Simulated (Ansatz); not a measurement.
Predict the output of the script below (the Python package of Ansatz (0.2.0)).

Contents of `geh2i.xyz`:
```text
4

Ge   -0.00210   -0.35810   -0.41450
I     1.52200   -0.15870    1.55500
H    -1.52550   -0.57010    0.06590
H     0.06110    1.02660   -1.22670
```

`run_scan.py`
```python
"""Potential curve of GeH2I along one bond."""

import logging
import sys

import ansatz as az
import numpy as np

logging.basicConfig(stream=sys.stdout, format="[%(levelname)s] %(message)s")
log = logging.getLogger("geh2i")
log.setLevel(logging.INFO)


def main() -> None:
    geh2i = az.Crystal.molecule_from_extxyz("geh2i.xyz")

    symbols = [site.symbol for site in geh2i.cartesian_sites]
    start = np.array([site.position_ang for site in geh2i.cartesian_sites])
    axis = (start[3] - start[0]) / np.linalg.norm(start[3] - start[0])
    moving = [3]
    lengths, energies = [1.37, 1.48, 1.61, 1.77, 2.01, 2.41, 2.89, 3.53], []
    for length in lengths:
        xyz = start.copy()
        xyz[moving] += (length - np.linalg.norm(start[3] - start[0])) * axis
        point = az.Crystal.molecule()
        for symbol, place in zip(symbols, xyz):
            point = point.atom(symbol, place.tolist())
        calc = (
            point.calculation()
            .basis(gaussian="def2-SVP")
            .functional("hf")
            .spin("collinear", total=1)
        )
        report = calc.run(threads=1, backend="cpu").report
        energies.append(report["free_energy_ev"])
        log.info(f"r = {length:6.3f} A  E = {energies[-1]:.5f} eV  <S^2> = {abs(report['mean_field']['state']['spin_squared']):.3f}")

    print("energy above the lowest point (eV):", [round(e - min(energies), 3) for e in energies])


if __name__ == "__main__":
    main()
```

Running `python run_scan.py` prints:
```text
[INFO] r =  1.370 A  E = -64570.22850 eV  <S^2> = 0.755
[INFO] r =  1.480 A  E = -64570.51661 eV  <S^2> = 0.755
[INFO] r =  1.610 A  E = -64570.50313 eV  <S^2> = 0.756
[INFO] r =  1.770 A  E = -64570.19086 eV  <S^2> = 0.757
[INFO] r =  2.010 A  E = -64569.47918 eV  <S^2> = 0.791
[INFO] r =  2.410 A  E = -64568.67451 eV  <S^2> = 1.044
[INFO] r =  2.890 A  E = -64568.42608 eV  <S^2> = 1.067
[INFO] r =  3.530 A  E = -64568.37400 eV  <S^2> = 1.026
energy above the lowest point (eV): [0.288, 0.0, 0.013, 0.326, 1.037, 1.842, 2.091, 2.143]
```

Reading the output:
- Total energies depend on the basis set; only differences at equal settings carry meaning.
- The rest of the molecule is held rigid at a force-field or estimated start geometry, and the basis set is modest; single-reference methods fail as a bond breaks.
- def2 sets replace the cores of elements past krypton by effective core potentials.
- The species is open-shell (spin multiplicity 2).
- The expectation value of S² is noticeably off S(S+1) in at least one run, so that state is spin-contaminated.
- Hartree-Fock leaves correlation out, so bond, atomisation and ionisation energies come out well too low.
- Spin-orbit coupling of the heavy open-shell atom is left out.
- Run time: 31 s on 1 thread of Arm Neoverse N1 (shared host), peak memory 0.29 GiB.
